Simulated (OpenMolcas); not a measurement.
# Cu²⁺ among point charges: CASSCF levels and susceptibility

Aim: the splitting of the states of Cu²⁺ in the field of 6 point charges, its lowest levels with spin-orbit coupling and its magnetic susceptibility.

Program: OpenMolcas 26.06. Level of theory: state-averaged CASSCF, spin-orbit coupling by RASSI with atomic mean-field integrals. These are calculated values, not measurements, unless marked.

1 further run of the same task is left out (it didn't finish).

### 1 What is computed

| Property | Result |
| --- | --- |
| Species | Cu²⁺ (copper, Z = 29, 27 electrons) |
| Basis | ANO-RCC-VTZP [6s5p3d2f1g], 59 functions |
| Scalar Hamiltonian | DKH2, point nucleus |
| Inactive shells | 1s 2s 2p 3s 3p |
| Active space | 9 electrons in 5 orbitals (3d) |
| Some configurations of this space | 3d⁹ |
| Orbitals | optimised for each spin and parity, averaged over all roots |

The outer shells:

3d9
```
3d [↑↓][↑↓][↑↓][↑↓][↑ ]
```

The ion sits among 6 point charges of -2 e arranged as a tetragonal octahedron (D4h), 1.65 Å from the ion, with the axial distance 1.700 Å. The active orbitals were held to one l.

Each step is its own input file, run in one work folder so that later steps find the files of earlier ones. Labels, J, g values, rates, χT and fits are worked out afterwards by a script from the matrices that RASSI stores. The input lists half of the charges; inversion (Group=XYZ) makes the rest.

### 2 GATEWAY and SEWARD: basis and integrals

File a.inp:

```
&GATEWAY
Coord
1

Cu 0.0 0.0 0.0
Basis=ANO-RCC-VTZP
Group=XYZ
NoMove
AngMom=0.0 0.0 0.0
AMFI
XField
3 Angstrom 0
1.650000 0.000000 0.000000 -2.000000
0.000000 1.650000 0.000000 -2.000000
0.000000 0.000000 1.699500 -2.000000
&SEWARD
```

Launch:

```
> OMP_NUM_THREADS=1 MOLCAS_MEM=1689 MOLCAS_PROJECT=a pymolcas a.inp > a.log
```

### 3 CASSCF: doublets of even parity, 5 roots

File a.inp:

```
&RASSCF
FileOrb=start.orb
Symmetry=1
Spin=2
nActEl=9 0 0
Inactive=3 6
Ras2=5 0
CIRoot=5 5 1
SDav=5
CIMx=300
Iter=120 100
PrWF=0.3
OrbListing=Nothing
MaxOrb=0
SupSym
1
15 4 5 6 7 8 12 13 14 15 16 17 18 19 20 21
0
>>> COPY $Project.JobIph JOB001
```

start.orb holds the contracted functions of the basis, ordered by shell, or the orbitals of the step before.

### 4 State interaction with spin-orbit coupling

File a.inp:

```
&RASSI
NrOfJobIphs=1 5
1 2 3 4 5
IphNames
JOB001
EJob
SpinOrbit
DIPRint=1.0
SOCoupling=1000.0
Subsets=2
Property=9
'ANGMOM' 1 'ANGMOM' 2 'ANGMOM' 3 'MLTPL  1' 1 'MLTPL  1' 2 'MLTPL  1' 3
'AMFI' 1 'AMFI' 2 'AMFI' 3
SOProperty=3
'ANGMOM' 1 'ANGMOM' 2 'ANGMOM' 3
```

What does the calculation give? Wanted: spin-free ground state; first state of the same spin within the active space; lowest level; next level.

As calculated:

| quantity | value |
| --- | --- |
| method | CASSCF |
| spin-free ground state | 2B1, 1-fold in its orbital part |
| first state of the same spin within the active space | 2A1 at 1660 cm⁻¹ |
| lowest level | 2-fold E3/2, g = 2.15, 2.15, 2.85 |
| next level | 1638.8 cm⁻¹ |
| χT at 300 K | 0.59 cm³ K/mol |
| effective moment at 300 K | 2.17 μB |

The spin-free ground state (2B1) comes to 100 % from free-ion D terms and keeps the highest spin of the shell. χT at 300 K is 0.59, against 0.38 cm³ K/mol for the spin alone, so orbital moment adds to it. The field of point charges can differ much from that of real complexes. Point charges carry no covalency, so the field is a model and not that of real ligands.
